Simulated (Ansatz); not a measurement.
# Bi4Te3: the cost of one run

Computed with Ansatz 0.2.0 (DFT, PBE, plane-wave PAW, default files, scalar-relativistic, as far as a step names no other, unless a step's input says otherwise).

3 further runs of the same task are left out: 3 that didn't finish.

## (1) Starting point

Symmetry: R-3m, No. 166, trigonal system. The conventional cell has a = 4.451 Å, b = 4.451 Å, c = 41.888 Å, α = 90.00°, β = 90.00°, γ = 120.00°. Bi (site symmetry 3m) is surrounded by 6 Te at 3.12 to 3.33 Å. Bi (site symmetry 3m) has 3 Bi at 3.10 Å and 3 Te at 3.40 Å as nearest neighbours. Around Te (site symmetry -3m) lie 6 Bi at 3.33 Å. Around Te (site symmetry 3m) lie 6 Bi at 3.12 to 3.40 Å.

As a file:

```cif
data_structure
_symmetry_space_group_name_H-M 'R-3m:H'
_symmetry_Int_Tables_number 166
_cell_length_a 4.4510
_cell_length_b 4.4510
_cell_length_c 41.8880
_cell_angle_alpha 90.000
_cell_angle_beta 90.000
_cell_angle_gamma 120.000
_cell_volume 718.68
loop_
_atom_site_label
_atom_site_type_symbol
_atom_site_symmetry_multiplicity
_atom_site_Wyckoff_symbol
_atom_site_fract_x
_atom_site_fract_y
_atom_site_fract_z
_atom_site_occupancy
Bi1 Bi 6 c 0.66667 0.33333 0.05050 1
Bi2 Bi 6 c 0.00000 0.00000 0.14600 1
Te1 Te 3 a 0.00000 0.00000 0.00000 1
Te2 Te 6 c 0.33333 0.66667 0.09270 1
```

The earlier run gave: no gap over 0.1 eV on the mesh, largest force 0.391 eV/Å, pressure 1.0 GPa.

Site by site (atoms counted from 1):

| site | atoms | first shell | V_zz (10²¹ V/m²) | η | C_Q (MHz) |
| --- | --- | --- | --- | --- | --- |
| Bi1 | 1, 2 | 6 Te at 3.12–3.33 Å | 3.56 | 0.00 | -44.4 (²⁰⁹Bi) |
| Bi3 | 3, 4 | 3 Bi at 3.10 Å, 3 Te at 3.40 Å | 6.22 | 0.00 | -77.6 (²⁰⁹Bi) |
| Te5 | 5 | 6 Bi at 3.33 Å | 12.42 | 0.00 | – |
| Te6 | 6, 7 | 6 Bi at 3.12–3.40 Å | 1.36 | 0.00 | – |

V_zz is the principal component of the electric field gradient with the largest magnitude, η = (V_xx − V_yy)/V_zz and C_Q = eQV_zz/h. Nuclear quadrupole moments: year-2017 set (Pyykkö). A dash under C_Q marks elements without a common quadrupolar isotope.

## (2) Ions relaxed at fixed cell

Contents of input.yaml:

```yaml
crystal:
  lattice:
    - [2.2255002009, 1.2848931401, 13.96267]
    - [-2.2255002009, 1.2848931401, 13.96267]
    - [0.0, -2.5697862801, 13.96267]
  atoms:
    - { symbol: Bi, position: [0.7171666667, 0.7171666667, 0.7171666667] }
    - { symbol: Bi, position: [0.2828333333, 0.2828333333, 0.2828333333] }
    - { symbol: Bi, position: [0.146, 0.146, 0.146] }
    - { symbol: Bi, position: [0.854, 0.854, 0.854] }
    - { symbol: Te, position: [0.0, 0.0, 0.0] }
    - { symbol: Te, position: [0.4260333333, 0.4260333333, 0.4260333333] }
    - { symbol: Te, position: [0.5739666667, 0.5739666667, 0.5739666667] }
kpoints:
  mp_grid: { grid: [12, 12, 12] }
scf:
  occupations: { method: fermi_dirac, width: 0.05 }
hamiltonian:
  xc: pbe
  pseudopotentials: { kind: paw }
output:
  forces: true
  stress: true
  populations: true
  efg: { quadrupole_moments_barn: { Bi: -0.516 }, contact_densities: true }
relax:
  f_tol: 0.02
  max_steps: 60
```

Started as:

```console
ansatz run input.yaml --threads 1 --pin off --max-ram 3072MiB --backend cpu --events-out ev --progress --plain --runs-dir out
```

**Question.** How long does this run take on 1 thread of Intel Xeon Platinum 8259CL at 2.50GHz (Skylake/Cascade Lake), shared host, and how much memory does it need?

About 9.2 min, with a peak of 2.4 GiB.
